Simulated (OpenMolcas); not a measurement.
# Sb: CASSCF and CASPT2 terms and fine-structure levels

Aim: the low terms and levels of Sb, with their order and spacing, then second-order correlation under several settings.

The numbers are computed with OpenMolcas 26.06 (state-averaged CASSCF and CASPT2, spin-orbit coupling by RASSI with atomic mean-field integrals), except any that are marked as measured or tabulated.

## 1. The system

| Quantity | Value |
| --- | --- |
| Species | Sb (antimony, Z = 51, 51 electrons) |
| Basis | ANO-RCC-VDZP [6s5p3d1f], 43 functions |
| Scalar Hamiltonian | DKH3, point nucleus |
| Inactive shells | 1s 2s 2p 3s 3p 3d 4s 4p 4d 5s |
| Active space | 3 electrons in 3 orbitals (5p) |
| Some configurations of this space | 5s² 5p³ |
| Orbitals | optimised for each spin and parity, averaged over all roots |

The outer shells:

5s2 5p3
```
5s [↑↓]
5p [↑ ][↑ ][↑ ]
```

The work runs as a chain of OpenMolcas steps in one folder; each step below is one input file. Labels, J, g values, rates, χT and fits are worked out afterwards by a script from the matrices that RASSI stores.

## 2. Basis and integrals

Input file a.inp:

```
&GATEWAY
Coord
1

Sb 0.0 0.0 0.0
Basis=ANO-RCC-VDZP
Group=XYZ
NoMove
AngMom=0.0 0.0 0.0
AMFI
&SEWARD
Relativistic=R03O02
```

The run is started by

```sh
> OMP_NUM_THREADS=1 MOLCAS_MEM=2252 MOLCAS_PROJECT=a pymolcas a.inp > a.log
```

## 3. Reference wave functions, quartets of odd parity, 1 root

Input file a.inp:

```
&RASSCF
FileOrb=start.orb
Symmetry=2
Spin=4
nActEl=3 0 0
Inactive=15 9
Ras2=0 3
CIRoot=1 1 1
SDav=1
CIMx=300
Iter=120 100
PrWF=0.3
OrbListing=Nothing
MaxOrb=0
Atom
>>> COPY $Project.JobIph JOB001
```

start.orb holds the contracted functions of the basis, ordered by shell, or the orbitals of the step before.

## 4. Reference wave functions, doublets of odd parity, 8 roots

Input file a.inp:

```
&RASSCF
FileOrb=start.orb
Symmetry=2
Spin=2
nActEl=3 0 0
Inactive=15 9
Ras2=0 3
CIRoot=8 8 1
SDav=8
CIMx=300
Iter=120 100
PrWF=0.3
OrbListing=Nothing
MaxOrb=0
Atom
>>> COPY $Project.JobIph JOB002
```

## 5. RASSI: spin-orbit coupling between the states

Input file a.inp:

```
&RASSI
NrOfJobIphs=2 1 8
1
1 2 3 4 5 6 7 8
IphNames
JOB001
JOB002
EJob
SpinOrbit
DIPRint=1.0
SOCoupling=1000.0
Subsets=2
MEES
Property=10
'ANGMOM' 1 'ANGMOM' 2 'ANGMOM' 3 'MLTPL  1' 1 'MLTPL  1' 2 'MLTPL  1' 3
'AMFI' 1 'AMFI' 2 'AMFI' 3 'MLTPL  2' 6
SOProperty=3
'ANGMOM' 1 'ANGMOM' 2 'ANGMOM' 3
```

## 6. CASPT2: IPEA 0.1, imaginary shift 0.1 (closed shells correlated: 4d 5s)

Input file a.inp:

```
>>> COPY JOB001 $Project.JobIph
&CASPT2
Multistate=1 1
Frozen=9 9
IPEA=0.1
Imaginary=0.1
MaxIter=60
WThr=0.0 0.3 0.05
PrWF=0.5
NoMix
>>> COPY JOB002 $Project.JobIph
&CASPT2
Multistate=8 1 2 3 4 5 6 7 8
NoMult
Frozen=9 9
IPEA=0.1
Imaginary=0.1
MaxIter=60
WThr=0.0 0.3 0.05
PrWF=0.5
NoMix
```

## 7. CASPT2: IPEA 0.3, imaginary shift 0.1 (closed shells correlated: 4s 4p 4d 5s)

a.inp: that of step 6 with these lines changed.

```diff
@@ -3,4 +3,4 @@
 Multistate=1 1
-Frozen=9 9
-IPEA=0.1
+Frozen=8 6
+IPEA=0.3
 Imaginary=0.1
@@ -13,5 +13,4 @@
 Multistate=8 1 2 3 4 5 6 7 8
-NoMult
-Frozen=9 9
-IPEA=0.1
+Frozen=8 6
+IPEA=0.3
 Imaginary=0.1
```

## 8. CASPT2: IPEA 0.35 (closed shells correlated: 4s 4p 4d 5s)

a.inp: that of step 7 with these lines changed.

```diff
@@ -4,4 +4,3 @@
 Frozen=8 6
-IPEA=0.3
-Imaginary=0.1
+IPEA=0.35
 MaxIter=60
@@ -13,5 +12,5 @@
 Multistate=8 1 2 3 4 5 6 7 8
+NoMult
 Frozen=8 6
-IPEA=0.3
-Imaginary=0.1
+IPEA=0.35
 MaxIter=60
```

(Steps that only read results are left out.)

**Question.** What will these runs give? Wanted: lowest level; first excited level; spin-orbit lowering of the lowest level; strongest of the lines computed, by gA.

**Answer**, as computed:

| quantity | value |
| --- | --- |
| method | SS-CASPT2, IPEA 0.1, imaginary shift 0.1 (closed shells correlated: 4d 5s) |
| lowest level | 5s² 5p³ ⁴S°_3/2, 98 % of that term, g = 1.987 |
| ground level listed by NIST | 4S°3/2 |
| first excited level | 5s² 5p³ ²D°_3/2 at 11600 cm⁻¹ |
| spin-orbit lowering of the lowest level | 398 cm⁻¹ |
| strongest of the lines computed, by gA (one parity, so forbidden lines), at CASSCF energies | 5s² 5p³ ²P°_3/2 → 5s² 5p³ ⁴S°_3/2, 431.2 nm, A = 6.49e+00 s⁻¹ |

What each method costs and misses:

| method | time of its own steps | time with the reference | mean absolute difference from the measured levels (cm-1) |
| --- | --- | --- | --- |
| A. CASSCF | 2.7 s | 2.7 s | 4400 |
| B. SS-CASPT2, IPEA 0.1, imaginary shift 0.1, +4d 5s | 1 s | 3.8 s | 3100 |
| C. SS-CASPT2, IPEA 0.3, imaginary shift 0.1, +4s 4p 4d 5s | 1.2 s | 4 s | 2800 |
| D. SS-CASPT2, IPEA 0.35, +4s 4p 4d 5s | 1.1 s | 3.9 s | 2800 |

Times are of one thread on a shared host.

Second-order correlation (method B) scales the levels of the lowest configuration above 5000 cm⁻¹ by 0.91 to 0.94. Method D lies closest to the measured levels (2800 cm⁻¹ on average, level with C) and A farthest (4400). Only the configurations of the active space and the roots asked for are present. CASPT2 does not keep the components of a term degenerate, and the means are used. With the s shell closed, the highest p terms come out too high. Levels of other configurations are missing from the list.
